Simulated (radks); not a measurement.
# The first electron to leave Rb¹¹⁺

Aim: remove one electron from each of the outer sub-shells of Rb¹¹⁺ ([Ar] 3d8) in turn, let the ion relax, and find the cheapest removal. The parent's configuration is the lowest that an earlier search found at this level.

The numbers are computed with radks (a radial shooting solver on a logarithmic mesh, Libxc functionals) version 1 (scalar-relativistic Kohn-Sham, PBE, spin-polarised, spherical densities, finite nucleus; open shells are filled with parallel spins first), except any that are marked as measured or tabulated.

2 further runs of the same task are left out: 2 set aside as unsound or not needed.

## 1. What is computed

| Quantity | Value |
| --- | --- |
| element | rubidium (Z = 37) |
| charge | +11 |
| electrons | 26 |
| configuration | [Ar] 3d8 |
| nuclear rms radius | 4.2036 fm |

The outer shells:

Rb¹¹⁺
```
[Ar] core
3d [↑↓][↑↓][↑↓][↑ ][↑ ]
```

## 2. The parent, Rb¹¹⁺

The parent was computed earlier with the same settings: E = -2935.125708 hartree. Its outer levels (eV):

```csv
level,occupation,energy (eV)
2p up,3,-2036.5
2p down,3,-2034.5
3s up,1,-535.16
3s down,1,-531.36
3p up,3,-461.52
3p down,3,-457.71
3d up,5,-341.20
3d down,3,-337.02
```

## 3. Remove 3d: [Ar] 3d7

Input:

```text
Z 37
configuration [Ar] 3d7
relativity scalar-relativistic
functional pbe,pbe
spin polarised
nucleus finite rms 4.2036 fm
c 137.035999084
```

## 4. Remove 3p: [Ne] 3s2 3p5 3d8

Settings, as their differences from step 3:

```diff
@@ -1,3 +1,3 @@
 Z 37
-configuration [Ar] 3d7
+configuration [Ne] 3s2 3p5 3d8
 relativity scalar-relativistic
```

## 5. Remove 3s: [Ne] 3s1 3p6 3d8

Input:

```text
Z 37
configuration [Ne] 3s1 3p6 3d8
relativity scalar-relativistic
functional pbe,pbe
spin polarised
nucleus finite rms 4.2036 fm
c 137.035999084
```

## 6. Remove 2p: [He] 2s2 2p5 3s2 3p6 3d8

Input:

```text
Z 37
configuration [He] 2s2 2p5 3s2 3p6 3d8
relativity scalar-relativistic
functional pbe,pbe
spin polarised
nucleus finite rms 4.2036 fm
c 137.035999084
```

Q: Predict the outcome of this session. Wanted: for each run, case; final configuration; Δ-SCF; −ε of the level emptied.

As calculated:

| case | final configuration | Δ-SCF (eV) | −ε of the level emptied (eV) |
| --- | --- | --- | --- |
| remove 3d | [Ar] 3d7 | 357.80 | 337.02 |
| remove 3p | [Ne] 3s2 3p5 3d8 | 477.81 | 457.71 |
| remove 3s | [Ne] 3s1 3p6 3d8 | 551.50 | 531.36 |
| remove 2p | [He] 2s2 2p5 3s2 3p6 3d8 | 2087.3 | 2034.5 |

What this shows: Removal from 3d costs least (357.80 eV), ahead of 3p (477.81 eV). 3d is also the highest occupied level of the parent. NIST lists 356 eV (theoretical), between the same two configurations. Open shells are spherical and high-spin; term and fine-structure splittings are not resolved.
